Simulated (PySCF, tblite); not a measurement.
# C₄H₉B: a rotation path, then NMR shifts and spin-spin couplings on frames, part 2 of 3

tblite 0.8.0 and PySCF 2.14.0. Atoms count from 0. The steps go on from the part before.

## Step 6: Indirect couplings: image 2, B3LYP/pcJ-1

Job settings and geometry (Å):

```
{"job": {"kind": "j", "xc": "B3LYP", "basis": "pcJ-1"}, "charge": 0, "multiplicity": 1}
B      1.455400    -1.333300     0.618800
C      0.860100    -0.398400    -0.492000
C     -0.309600     0.497500    -0.173400
C     -0.433300     1.701500    -0.711300
C     -1.358600    -0.059100     0.739900
H      2.334200    -2.049600     0.329200
H      1.061700    -1.347000     1.718400
H      1.670200     0.213600    -0.905000
H      0.567500    -1.040700    -1.333400
H     -1.283000     2.331100    -0.504500
H      0.299300     2.109800    -1.387800
H     -0.918100    -0.354000     1.688700
H     -1.809800    -0.946600     0.296800
H     -2.136400     0.674900     0.933500
```

Level: B3LYP/pcJ-1 indirect spin-spin coupling, non-relativistic, gas phase.

The program printed:

```text
coarse grid: 11016 points
cycle   1  E = -182.5712003744  dE =  2.563e-01  |g| = 4.616e-01  |ddm| = 2.890e+00
cycle   2  E = -182.5609013459  dE =  1.030e-02  |g| = 5.032e-01  |ddm| = 8.473e-01
cycle   3  E = -182.6283518804  dE = -6.745e-02  |g| = 2.666e-02  |ddm| = 4.781e-01
cycle   4  E = -182.6285091027  dE = -1.572e-04  |g| = 1.301e-02  |ddm| = 4.415e-02
cycle   5  E = -182.6285553572  dE = -4.625e-05  |g| = 3.644e-03  |ddm| = 1.577e-02
cycle   6  E = -182.6285579438  dE = -2.587e-06  |g| = 1.260e-03  |ddm| = 3.164e-03
final grid: 104392 points
cycle   7  E = -182.6681431833  dE = -9.615e-05  |g| = 6.052e-03  |ddm| = 2.138e-02
cycle   8  E = -182.6681394305  dE =  3.753e-06  |g| = 7.106e-03  |ddm| = 1.006e-02
cycle   9  E = -182.6681517525  dE = -1.232e-05  |g| = 9.647e-04  |ddm| = 5.579e-03
cycle  10  E = -182.6681518447  dE = -9.216e-08  |g| = 7.554e-04  |ddm| = 1.316e-03
cycle  11  E = -182.6681519906  dE = -1.459e-07  |g| = 3.280e-05  |ddm| = 6.083e-04
cycle  12  E = -182.6681519909  dE = -2.691e-10  |g| = 1.162e-05  |ddm| = 4.193e-05
converged SCF energy = -182.6681519909

Indirect spin-spin couplings (Hz)
  i      j    bonds     total        FC       PSO       DSO        SD
  0 B    1 C    1     50.088    52.488    -2.798     0.161     0.237
  0 B    2 C    2     -2.236    -2.147    -0.106    -0.005     0.021
  0 B    3 C    3      3.482     3.486     0.185    -0.095    -0.095
  0 B    4 C    3      3.466     3.563    -0.084     0.007    -0.020
  0 B    5 H    1    129.483   130.480    -1.900     0.344     0.560
  0 B    6 H    1    131.363   132.356    -1.975     0.398     0.585
  0 B    7 H    2     -3.365    -3.230    -0.014    -0.298     0.176
  0 B    8 H    2     -5.834    -5.696    -0.043    -0.277     0.182
  0 B    9 H    4      0.491     0.559     0.359    -0.406    -0.022
  0 B   10 H    4     -0.304    -0.287     0.292    -0.293    -0.017
  0 B   12 H    4     -0.590    -0.534    -0.023    -0.021    -0.012
  0 B   13 H    4      0.839     0.933     0.321    -0.400    -0.014
  1 C    2 C    1     41.622    42.576    -1.180     0.226         -
  1 C    3 C    2      2.512     2.809    -0.254    -0.042         -
  1 C    4 C    2      5.586     5.779    -0.183    -0.009         -
  1 C    5 H    2      5.611     6.087    -0.326    -0.151         -
  1 C    6 H    2      3.590     4.051    -0.298    -0.163         -
  1 C    7 H    1    119.107   116.853     1.458     0.796         -
  1 C    8 H    1    116.481   114.067     1.617     0.797         -
  1 C    9 H    3     10.207    10.300     0.409    -0.502         -
  1 C   10 H    3      6.870     6.980    -0.103    -0.008         -
  1 C   11 H    3      1.886     1.981    -0.079    -0.015         -
  1 C   12 H    3      1.841     1.833     0.026    -0.018         -
  1 C   13 H    3      8.412     8.462     0.400    -0.450         -
  2 C    3 C    1     80.253    89.848    -9.777     0.183         -
  2 C    4 C    1     43.039    44.266    -1.437     0.210         -
  2 C    5 H    3      8.264     8.309     0.225    -0.271         -
  2 C    6 H    3      4.765     4.772    -0.072     0.064         -
  2 C    7 H    2     -3.985    -3.686    -0.234    -0.065         -
  2 C    8 H    2     -7.130    -7.225     0.111    -0.016         -
  2 C    9 H    2     -0.583     1.336    -1.463    -0.456         -
  2 C   10 H    2     -0.487     1.427    -1.453    -0.461         -
  2 C   11 H    2     -7.644    -7.649     0.091    -0.087         -
  2 C   12 H    2     -7.315    -7.306     0.081    -0.091         -
  2 C   13 H    2     -3.449    -3.086    -0.219    -0.144         -
  3 C    4 C    2      4.250     4.536    -0.235    -0.050         -
  3 C    5 H    4      0.180     0.175     0.274    -0.269         -
  3 C    6 H    4     -0.246    -0.261     0.247    -0.233         -
  3 C    7 H    3      5.324     5.659    -0.373     0.038         -
  3 C    8 H    3      4.008     4.193     0.076    -0.261         -
  3 C    9 H    1    161.554   160.284     0.639     0.632         -
  3 C   10 H    1    159.762   158.470     0.659     0.632         -
  3 C   11 H    3      6.326     6.445     0.310    -0.429         -
  3 C   12 H    3      5.928     6.072     0.256    -0.399         -
  3 C   13 H    3      6.157     6.477    -0.335     0.015         -
  4 C    5 H    4      0.377     0.398     0.193    -0.215         -
  4 C    6 H    4      1.389     1.371    -0.124     0.143         -
  4 C    7 H    3      6.817     6.855     0.413    -0.451         -
  4 C    8 H    3      0.980     0.981     0.147    -0.148         -
  4 C    9 H    3      7.416     7.554    -0.109    -0.029         -
  4 C   10 H    3     11.266    11.358     0.435    -0.528         -
  4 C   11 H    1    132.481   130.655     1.156     0.671         -
  4 C   12 H    1    129.427   127.478     1.285     0.664         -
  4 C   13 H    1    133.856   132.084     1.118     0.654         -
  5 H    6 H    2      4.566     4.824     1.876    -2.134         -
  5 H    7 H    3      0.885     0.980     0.405    -0.500         -
  5 H    8 H    3      1.800     1.877     0.350    -0.426         -
  5 H    9 H    5      0.635     0.714     1.047    -1.126         -
  5 H   10 H    5      0.177     0.229     0.664    -0.716         -
  6 H    7 H    3      1.670     1.830     1.539    -1.700         -
  6 H    8 H    3      1.776     1.932     1.580    -1.735         -
  6 H   11 H    5     -0.340    -0.518    -2.225     2.403         -
  7 H    8 H    2    -24.292   -24.521     2.108    -1.879         -
  7 H   10 H    4     -0.577    -0.573    -1.573     1.569         -
  7 H   11 H    4     -0.408    -0.316     1.314    -1.405         -
  7 H   12 H    4     -0.188    -0.116     1.643    -1.715         -
  7 H   13 H    4      2.937     3.024     1.677    -1.764         -
  8 H    9 H    4     -3.655    -3.511     1.503    -1.647         -
  8 H   10 H    4     -3.284    -3.129     0.387    -0.541         -
  8 H   11 H    4     -2.121    -2.025     1.090    -1.186         -
  8 H   12 H    4     -2.923    -2.890    -0.584     0.551         -
  8 H   13 H    4     -0.805    -0.722     1.493    -1.575         -
  9 H   10 H    2      0.284    -0.015     3.726    -3.427         -
  9 H   11 H    4     -2.322    -2.168     1.153    -1.307         -
  9 H   12 H    4     -2.860    -2.694     1.008    -1.173         -
  9 H   13 H    4     -0.378    -0.380    -1.595     1.596         -
 10 H   11 H    4     -1.847    -1.707     1.672    -1.813         -
 10 H   12 H    4     -2.464    -2.319     1.628    -1.773         -
 10 H   13 H    4      0.401     0.580     1.580    -1.759         -
 11 H   12 H    2    -18.461   -18.625     2.675    -2.511         -
 11 H   13 H    2    -13.386   -13.486     2.727    -2.627         -
 12 H   13 H    2    -13.521   -13.625     2.794    -2.690         -
```

Run time: 26 s. Hardware: 1 thread of Intel Xeon Platinum 8488C, shared host; peak memory 0.89 GiB.

In short: J(C3,H9) 161.6 Hz, J(C3,H10) 159.8 Hz, J(C4,H11) 131.9 Hz (means over like pairs).

## Step 7: Shielding tensors: image 4, PBE0/pcSseg-1

Job settings and geometry (Å):

```
{"job": {"kind": "nmr", "xc": "PBE0", "basis": "pcSseg-1", "pop": false}, "charge": 0, "multiplicity": 1}
B      1.276400    -1.548200     0.474500
C      0.964900    -0.279200    -0.393000
C     -0.301400     0.519400    -0.173900
C     -0.583400     1.582100    -0.912900
C     -1.230000     0.062800     0.906800
H      2.271100    -2.127200     0.260400
H      0.578900    -1.941800     1.324000
H      1.818100     0.404800    -0.299300
H      1.002600    -0.572900    -1.449300
H     -1.484200     2.153700    -0.761100
H      0.064300     1.929900    -1.701000
H     -0.700200     0.006900     1.855800
H     -1.606000    -0.933100     0.675600
H     -2.071700     0.742200     1.011500
```

With the program's defaults for keys left out, this is: GIAO PBE0/pcSseg-1 NMR shielding, non-relativistic, gas phase.

The program printed:

```text
coarse grid: 11016 points
cycle   1  E = -182.3067466365  dE =  3.237e-01  |g| = 3.889e-01  |ddm| = 3.148e+00
cycle   2  E = -182.3087209209  dE = -1.974e-03  |g| = 3.900e-01  |ddm| = 7.090e-01
cycle   3  E = -182.3494357365  dE = -4.071e-02  |g| = 2.130e-02  |ddm| = 3.660e-01
cycle   4  E = -182.3495384552  dE = -1.027e-04  |g| = 1.173e-02  |ddm| = 3.869e-02
cycle   5  E = -182.3495738425  dE = -3.539e-05  |g| = 5.040e-03  |ddm| = 1.643e-02
cycle   6  E = -182.3495798572  dE = -6.015e-06  |g| = 1.432e-03  |ddm| = 5.066e-03
final grid: 104392 points
cycle   7  E = -182.3793575293  dE = -4.613e-05  |g| = 8.084e-03  |ddm| = 3.503e-02
cycle   8  E = -182.3793483957  dE =  9.134e-06  |g| = 1.007e-02  |ddm| = 1.704e-02
cycle   9  E = -182.3793747545  dE = -2.636e-05  |g| = 1.833e-03  |ddm| = 9.923e-03
cycle  10  E = -182.3793755852  dE = -8.307e-07  |g| = 2.113e-04  |ddm| = 1.531e-03
cycle  11  E = -182.3793755964  dE = -1.122e-08  |g| = 5.320e-05  |ddm| = 2.316e-04
cycle  12  E = -182.3793755972  dE = -8.267e-10  |g| = 1.365e-05  |ddm| = 6.924e-05
converged SCF energy = -182.3793755972

GIAO shielding tensors (ppm)
atom      isotropic    diamagn.    paramagn.     s11        s22        s33       span
  0 B       10.702     191.904    -181.202    -68.572    -31.244    131.921    200.493
  1 C      145.889     250.747    -104.858    111.941    161.947    163.780     51.838
  2 C       33.518     259.240    -225.723    -90.101     29.511    161.143    251.244
  3 C       68.448     252.769    -184.321    -36.687     99.096    142.935    179.622
  4 C      155.996     247.172     -91.176    147.161    147.688    173.139     25.978
  5 H       23.819      29.285      -5.466     16.589     27.012     27.855     11.267
  6 H       23.413      30.206      -6.793     14.644     27.062     28.532     13.888
  7 H       28.616      30.419      -1.803     24.001     28.380     33.467      9.466
  8 H       28.578      30.554      -1.975     23.959     28.428     33.348      9.389
  9 H       26.308      31.274      -4.966     23.714     24.966     30.243      6.529
 10 H       26.649      31.757      -5.108     24.044     25.263     30.641      6.597
 11 H       29.418      30.232      -0.814     26.181     27.340     34.732      8.550
 12 H       29.442      30.111      -0.669     26.394     27.056     34.875      8.480
 13 H       29.610      30.294      -0.684     26.000     28.995     33.836      7.837
```

Run time: 9.3 s. Hardware: 1 thread of Intel Xeon Platinum 8488C, shared host; peak memory 0.63 GiB.

In short: δ C2 153.4, C3 118.5, C1 41.0, C4 30.9, H6 8.30, H5 7.90 ppm.

## Step 8: Indirect couplings: image 4, B3LYP/pcJ-1

Settings changed since step 7:

```diff
@@ -1,2 +1,2 @@
-{"job": {"kind": "nmr", "xc": "PBE0", "basis": "pcSseg-1", "pop": false}, "charge": 0, "multiplicity": 1}
+{"job": {"kind": "j", "xc": "B3LYP", "basis": "pcJ-1"}, "charge": 0, "multiplicity": 1}
 B      1.276400    -1.548200     0.474500
```

With the program's defaults for keys left out, this is: B3LYP/pcJ-1 indirect spin-spin coupling, non-relativistic, gas phase.

The program printed:

```text
coarse grid: 11016 points
cycle   1  E = -182.5680953209  dE =  2.552e-01  |g| = 4.612e-01  |ddm| = 2.884e+00
cycle   2  E = -182.5579230314  dE =  1.017e-02  |g| = 5.022e-01  |ddm| = 8.183e-01
cycle   3  E = -182.6251022495  dE = -6.718e-02  |g| = 2.858e-02  |ddm| = 4.600e-01
cycle   4  E = -182.6252877256  dE = -1.855e-04  |g| = 1.375e-02  |ddm| = 4.763e-02
cycle   5  E = -182.6253425357  dE = -5.481e-05  |g| = 3.395e-03  |ddm| = 1.696e-02
cycle   6  E = -182.6253449707  dE = -2.435e-06  |g| = 8.535e-04  |ddm| = 2.917e-03
final grid: 104392 points
cycle   7  E = -182.6658570652  dE = -1.105e-04  |g| = 6.299e-03  |ddm| = 3.285e-02
cycle   8  E = -182.6658543709  dE =  2.694e-06  |g| = 7.022e-03  |ddm| = 1.042e-02
cycle   9  E = -182.6658668697  dE = -1.250e-05  |g| = 3.468e-04  |ddm| = 5.628e-03
cycle  10  E = -182.6658668657  dE =  4.086e-09  |g| = 3.644e-04  |ddm| = 5.893e-04
cycle  11  E = -182.6658668977  dE = -3.200e-08  |g| = 6.269e-05  |ddm| = 3.049e-04
cycle  12  E = -182.6658668987  dE = -1.011e-09  |g| = 9.886e-06  |ddm| = 5.867e-05
cycle  13  E = -182.6658668987  dE = -2.450e-11  |g| = 4.397e-06  |ddm| = 1.336e-05
converged SCF energy = -182.6658668987

Indirect spin-spin couplings (Hz)
  i      j    bonds     total        FC       PSO       DSO        SD
  0 B    1 C    1     50.958    53.419    -2.859     0.161     0.237
  0 B    2 C    2     -1.844    -1.665    -0.150    -0.008    -0.020
  0 B    3 C    3      4.418     4.061     0.318    -0.104     0.143
  0 B    4 C    3      4.854     5.021    -0.156     0.015    -0.026
  0 B    5 H    1    127.638   128.591    -1.855     0.350     0.552
  0 B    6 H    1    131.900   132.847    -1.945     0.410     0.589
  0 B    7 H    2     -4.094    -3.939    -0.050    -0.284     0.179
  0 B    8 H    2     -4.049    -3.871    -0.057    -0.292     0.171
  0 B    9 H    4      1.706     1.726     0.390    -0.414     0.005
  0 B   10 H    4      0.419     0.361     0.353    -0.335     0.039
  0 B   11 H    4      0.365     0.551    -0.331     0.195    -0.050
  0 B   12 H    4      0.233     0.408    -0.278     0.147    -0.044
  0 B   13 H    4      1.911     2.036     0.317    -0.422    -0.021
  1 C    2 C    1     41.593    42.164    -0.797     0.226         -
  1 C    3 C    2      1.892     2.163    -0.231    -0.041         -
  1 C    4 C    2      5.936     6.130    -0.183    -0.011         -
  1 C    5 H    2      6.064     6.552    -0.339    -0.149         -
  1 C    6 H    2      3.394     3.864    -0.303    -0.167         -
  1 C    7 H    1    117.298   114.922     1.587     0.789         -
  1 C    8 H    1    117.587   115.227     1.572     0.789         -
  1 C    9 H    3      9.606     9.707     0.400    -0.501         -
  1 C   10 H    3      6.558     6.631    -0.069    -0.004         -
  1 C   11 H    3      2.048     2.113    -0.062    -0.002         -
  1 C   12 H    3      1.592     1.653    -0.028    -0.033         -
  1 C   13 H    3      8.588     8.648     0.387    -0.447         -
  2 C    3 C    1     79.918    89.607    -9.871     0.182         -
  2 C    4 C    1     43.011    44.326    -1.524     0.209         -
  2 C    5 H    3      8.402     8.467     0.205    -0.270         -
  2 C    6 H    3      4.499     4.575    -0.104     0.028         -
  2 C    7 H    2     -5.757    -5.741     0.018    -0.034         -
  2 C    8 H    2     -5.576    -5.542     0.003    -0.036         -
  2 C    9 H    2     -0.638     1.307    -1.490    -0.456         -
  2 C   10 H    2     -0.703     1.220    -1.457    -0.466         -
  2 C   11 H    2     -7.931    -7.922     0.076    -0.084         -
  2 C   12 H    2     -8.223    -8.236     0.094    -0.081         -
  2 C   13 H    2     -3.155    -2.772    -0.235    -0.149         -
  3 C    4 C    2      4.158     4.452    -0.244    -0.050         -
  3 C    5 H    4      0.249     0.218     0.302    -0.271         -
  3 C    6 H    4     -0.276    -0.303     0.309    -0.281         -
  3 C    7 H    3      4.144     4.419    -0.195    -0.080         -
  3 C    8 H    3      4.158     4.437    -0.210    -0.069         -
  3 C    9 H    1    162.082   160.826     0.624     0.632         -
  3 C   10 H    1    158.882   157.604     0.649     0.629         -
  3 C   11 H    3      6.555     6.682     0.301    -0.428         -
  3 C   12 H    3      6.086     6.228     0.256    -0.398         -
  3 C   13 H    3      6.250     6.578    -0.345     0.017         -
  4 C    5 H    4      0.586     0.623     0.189    -0.226         -
  4 C    6 H    4      1.557     1.518    -0.169     0.208         -
  4 C    7 H    3      2.342     2.367     0.313    -0.338         -
  4 C    8 H    3      2.637     2.661     0.322    -0.346         -
  4 C    9 H    3      7.614     7.760    -0.120    -0.026         -
  4 C   10 H    3     11.492    11.589     0.431    -0.529         -
  4 C   11 H    1    132.595   130.751     1.167     0.677         -
  4 C   12 H    1    132.333   130.470     1.188     0.674         -
  4 C   13 H    1    133.013   131.262     1.096     0.655         -
  5 H    6 H    2      4.241     4.487     1.858    -2.104         -
  5 H    7 H    3      1.022     1.112     0.355    -0.445         -
  5 H    8 H    3      1.151     1.243     0.357    -0.449         -
  5 H    9 H    5      0.781     0.853     1.045    -1.117         -
  5 H   10 H    5      0.250     0.292     0.686    -0.728         -
  6 H    7 H    3      1.455     1.621     1.541    -1.707         -
  6 H    8 H    3      1.591     1.761     1.560    -1.730         -
  6 H   12 H    5      0.156     0.081    -1.348     1.423         -
  6 H   13 H    5      0.490     0.507     1.074    -1.090         -
  7 H    8 H    2    -27.455   -27.704     2.081    -1.831         -
  7 H    9 H    4     -2.132    -1.967     1.474    -1.639         -
  7 H   10 H    4     -1.935    -1.837    -0.686     0.588         -
  7 H   11 H    4     -2.003    -1.919     0.448    -0.531         -
  7 H   12 H    4     -1.856    -1.776     1.646    -1.726         -
  8 H    9 H    4     -1.997    -1.830     1.475    -1.641         -
  8 H   10 H    4     -1.835    -1.743    -0.761     0.669         -
  8 H   11 H    4     -1.356    -1.277     1.619    -1.699         -
  8 H   12 H    4     -2.036    -1.949     0.484    -0.571         -
  9 H   10 H    2      0.152    -0.144     3.721    -3.424         -
  9 H   11 H    4     -2.450    -2.290     1.147    -1.307         -
  9 H   12 H    4     -2.918    -2.756     1.004    -1.166         -
  9 H   13 H    4     -0.373    -0.375    -1.623     1.625         -
 10 H   11 H    4     -1.927    -1.784     1.664    -1.806         -
 10 H   12 H    4     -2.636    -2.491     1.633    -1.777         -
 10 H   13 H    4      0.389     0.568     1.581    -1.760         -
 11 H   12 H    2    -18.706   -18.885     2.684    -2.505         -
 11 H   13 H    2    -12.540   -12.638     2.757    -2.659         -
 12 H   13 H    2    -13.070   -13.174     2.764    -2.660         -
```

Wall time 27 s (1 thread of Intel Xeon Platinum 8488C, shared host); peak memory 0.89 GiB.

In short: J(C3,H9) 162.1 Hz, J(C3,H10) 158.9 Hz, J(C4,H11) 132.6 Hz (means over like pairs).

## Step 9: Shielding tensors: image 6, PBE0/pcSseg-1

Job settings and geometry (Å):

```
{"job": {"kind": "nmr", "xc": "PBE0", "basis": "pcSseg-1", "pop": false}, "charge": 0, "multiplicity": 1}
B      1.160500    -1.674000     0.220100
C      1.036300    -0.181800    -0.249700
C     -0.293400     0.519300    -0.156200
C     -0.696600     1.383400    -1.074700
C     -1.121900     0.215900     1.054300
H      2.208700    -2.189600     0.152600
H      0.260800    -2.282100     0.650000
H      1.758200     0.394200     0.345700
H      1.413300    -0.091300    -1.274100
H     -1.638500     1.900500    -0.994100
H     -0.106400     1.617400    -1.945500
H     -0.533000     0.361700     1.958900
H     -1.444400    -0.823100     1.035200
H     -2.004300     0.848900     1.095600
```

Level: GIAO PBE0/pcSseg-1 NMR shielding, non-relativistic, gas phase.

The program printed:

```text
coarse grid: 11016 points
cycle   1  E = -182.3092641050  dE =  3.263e-01  |g| = 3.903e-01  |ddm| = 3.146e+00
cycle   2  E = -182.3109683390  dE = -1.704e-03  |g| = 3.927e-01  |ddm| = 7.296e-01
cycle   3  E = -182.3523273490  dE = -4.136e-02  |g| = 1.966e-02  |ddm| = 3.789e-01
cycle   4  E = -182.3524160173  dE = -8.867e-05  |g| = 1.054e-02  |ddm| = 3.570e-02
cycle   5  E = -182.3524449052  dE = -2.889e-05  |g| = 4.288e-03  |ddm| = 1.461e-02
cycle   6  E = -182.3524491514  dE = -4.246e-06  |g| = 1.395e-03  |ddm| = 4.433e-03
final grid: 104392 points
cycle   7  E = -182.3818883041  dE = -3.571e-05  |g| = 8.196e-03  |ddm| = 2.632e-02
cycle   8  E = -182.3818779448  dE =  1.036e-05  |g| = 1.038e-02  |ddm| = 1.727e-02
cycle   9  E = -182.3819059838  dE = -2.804e-05  |g| = 1.856e-03  |ddm| = 1.013e-02
cycle  10  E = -182.3819068387  dE = -8.549e-07  |g| = 1.759e-04  |ddm| = 1.511e-03
cycle  11  E = -182.3819068464  dE = -7.770e-09  |g| = 4.810e-05  |ddm| = 2.082e-04
cycle  12  E = -182.3819068471  dE = -6.733e-10  |g| = 1.213e-05  |ddm| = 6.247e-05
converged SCF energy = -182.3819068471

GIAO shielding tensors (ppm)
atom      isotropic    diamagn.    paramagn.     s11        s22        s33       span
  0 B       10.404     191.786    -181.382    -68.489    -31.765    131.466    199.955
  1 C      140.701     250.594    -109.893    109.596    155.501    157.007     47.412
  2 C       33.279     259.989    -226.710    -90.149     29.515    160.471    250.620
  3 C       70.670     252.466    -181.796    -29.950    101.439    140.522    170.472
  4 C      160.185     247.357     -87.172    145.295    152.770    182.490     37.195
  5 H       23.766      29.411      -5.644     16.375     26.873     28.050     11.675
  6 H       23.457      30.159      -6.703     14.798     26.780     28.792     13.994
  7 H       28.978      30.197      -1.219     24.624     28.063     34.247      9.623
  8 H       28.699      31.274      -2.575     24.300     29.273     32.523      8.223
  9 H       26.598      31.205      -4.607     23.938     25.309     30.547      6.609
 10 H       26.741      31.735      -4.995     24.096     25.506     30.619      6.523
 11 H       30.151      30.094       0.057     26.793     28.463     35.197      8.404
 12 H       28.891      30.189      -1.299     24.945     27.006     34.720      9.775
 13 H       29.744      30.313      -0.569     26.137     28.789     34.307      8.170
```

It took 9.3 s on 1 thread of Intel Xeon Platinum 8488C, shared host; peak memory 0.63 GiB.

Key values: δ C2 153.6, C3 116.3, C1 46.2, C4 26.7, H6 8.26, H5 7.95 ppm.

[end of part 2 of 3]
